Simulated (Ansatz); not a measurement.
# Li2Pd: the cost of one run

Program: Ansatz 0.2.0. Level of theory: DFT PBEsol, scalar-relativistic, plane waves, PAW. These are calculated values, not measurements.

18 further runs of the same task are left out: 1 that didn't finish, 17 set aside as unsound or not needed.

## (1) The system as given

Symmetry: P6/mmm, No. 191, hexagonal system. Conventional cell: a = 4.201 Å, b = 4.201 Å, c = 2.662 Å, α = 90.00°, β = 90.00°, γ = 120.00°. Li (site symmetry -6m2) has 5 Li at 2.43 to 2.66 Å and 6 Pd at 2.77 Å as nearest neighbours. Pd (site symmetry 6/mmm) is surrounded by 2 Pd at 2.66 Å and 12 Li at 2.77 Å.

Coordinates:

```xyz
3
Lattice="4.2009 0.0000 0.0000 -2.1004 3.6380 0.0000 0.0000 0.0000 2.6621" Properties=species:S:1:pos:R:3 pbc="T T T"
Li    0.0000    2.4254    1.3311
Li    2.1004    1.2127    1.3311
Pd    0.0000    0.0000    0.0000
```

This cell was relaxed beforehand with the same method: volume 13.56 Å³/atom, gap on the mesh none (metal).

## (2) The scan

The energy is mapped over volume and the cell's shape.

- volume per atom: 7 values from 11.93 to 15.19 Å³
- c/a of the conventional cell: 7 values from 0.585 to 0.687

Nothing else is relaxed (symmetry fixes all fractional coordinates). Energies count from the relaxed crystal. Points are written as (first, second).

## (3) Point (11.93 Å³, 0.651)

Contents of input.yaml:

```yaml
crystal:
  lattice:
    - [3.9898275821, 0.0, 0.0]
    - [-1.994913791, 3.4552920428, 0.0]
    - [0.0, 0.0, 2.5969787732]
  atoms:
    - { symbol: Li, position: [0.3333333333, 0.6666666667, 0.5] }
    - { symbol: Li, position: [0.6666666667, 0.3333333333, 0.5] }
    - { symbol: Pd, position: [0.0, 0.0, 0.0] }
basis:
  ecutwfc: 520.0
kpoints:
  mp_grid: { grid: [12, 12, 16] }
hamiltonian:
  xc: pbesol
  pseudopotentials: { kind: paw }
scf:
  occupations: { method: gaussian, width: 0.15 }
output:
  forces: true
  stress: true
  eigenvalues: true
```

The run is started by

```bash
> ansatz run input.yaml --threads 1 --pin off --max-ram 2048MiB --backend cpu --events-out ev --progress --plain --runs-dir out
```

Q: Estimate wall time and peak memory on 1 thread of Arm Neoverse N1, shared host.

About 12 s, with a peak of 0.38 GiB.
